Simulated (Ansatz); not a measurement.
# SiBH4SeF: up Jacob's ladder to CCSD(T)

Aim: compute SiBH4SeF with functionals from several rungs and with coupled cluster. The yardstick is the atomisation energy at the CCSD(T) limit.

Method: functionals in def2-TZVPP, the program's frozen cores in correlated methods; program: Ansatz 0.2.0, Gaussian basis.

Plan: PBE-D4, r2SCAN-D4, PBE0-D4, B3LYP-D4, ωB97X-V, ωB97M-V, B2PLYP; CCSD(T)/def2-TZVPP; MP2/def2-QZVPP; extrapolation to the limit.

**1. The relaxed structure**

All runs share one geometry, relaxed beforehand with PBE0-D4/def2-TZVP.

SMILES `B[Se][SiH2]F`, 8 atoms, charge 0, spin multiplicity 1.

Atoms are counted from 1 here; the program's logs count them from 0.

Bond lengths: B1–Se2 1.915 Å, B1–H5 1.191 Å, B1–H6 1.191 Å, Se2–Si3 2.276 Å, Si3–F4 1.597 Å, Si3–H7 1.478 Å, Si3–H8 1.480 Å. Angles: Se2–B1–H5 116.4°, Se2–B1–H6 120.8°, H5–B1–H6 122.8°, B1–Se2–Si3 97.3°, Se2–Si3–F4 110.1°, Se2–Si3–H7 109.8°, Se2–Si3–H8 108.3°, F4–Si3–H7 108.0°, F4–Si3–H8 107.6°, H7–Si3–H8 113.0°.

**2. PBE-D4 (GGA)**

File in.yaml:

```yaml
crystal:
  periodic: [false, false, false]
  atoms:
    - {symbol: B, position_ang: [-1.005917, -0.067787, -1.483091]}
    - {symbol: Se, position_ang: [0.289132, -1.266149, -0.738060]}
    - {symbol: Si, position_ang: [0.837623, -0.005526, 1.075378]}
    - {symbol: F, position_ang: [-0.170354, -0.303657, 2.277268]}
    - {symbol: H, position_ang: [-1.546232, -0.425741, -2.481757]}
    - {symbol: H, position_ang: [-1.238650, 0.978437, -0.963812]}
    - {symbol: H, position_ang: [0.732643, 1.429553, 0.737583]}
    - {symbol: H, position_ang: [2.193855, -0.396030, 1.520692]}
basis:
  gaussian: {orbitals: def2-TZVPP}
hamiltonian: {xc: pbe, dispersion: d4}
output: {forces: true, orbitals: {seedname: orbitals}}
```

The run is started by

```sh
$ ansatz run in.yaml --threads 4 --pin off --events-out ev --progress --plain --max-ram 10444MiB
```

Further steps of the session: r2SCAN-D4 (meta-GGA); PBE0-D4 (hybrid); B3LYP-D4 (hybrid); ωB97X-V (range-separated); ωB97M-V (range-separated); B2PLYP (double hybrid); CCSD(T) in def2-TZVPP; MP2 in def2-QZVPP.

Before running them: what should the planned runs give, taken together? Wanted: atomisation energy, CCSD(T)/CBS; farthest; mean size of error, hybrid; mean size of error, range-separated; gap, smallest and largest; T1 diagnostic; triples share of the correlation energy.

**Answer**, as computed:

| quantity | value |
| --- | --- |
| atomisation energy, CCSD(T)/CBS | 27.739 eV |
| functionals within 0.277 eV (1.0 %) | PBE-D4, r2SCAN-D4, B3LYP-D4, ωB97X-V, ωB97M-V |
| farthest | B2PLYP (-0.406 eV) |
| mean size of error, hybrid | 0.231 eV |
| mean size of error, range-separated | 0.072 eV |
| gap, smallest and largest | 4.40 eV (PBE-D4), 10.71 eV (ωB97X-V) |
| T1 diagnostic | 0.0126 |
| triples share of the correlation energy | 3.4 % |

PBE-D4 is off by +0.027 eV, about 0.004 eV a bond. Double hybrids carry the basis error of their MP2 part in triple zeta, and no dispersion term here, so their miss is partly the set-up's. Misses under about 0.277 eV are within the doubt on the reference itself, which lacks core-valence correlation, relativity and higher excitations, and its outer-core shells are covered unevenly. All levels share the lack of spin-orbit coupling, which lowers the free heavy atoms and so the true binding. Hartree-Fock recovers 76 % of the binding; the rest is correlation. Orbital gaps span 4.4 to 10.7 eV; exact exchange widens them. Correlated methods include outer-core shells of Se, which these sets cover unevenly.
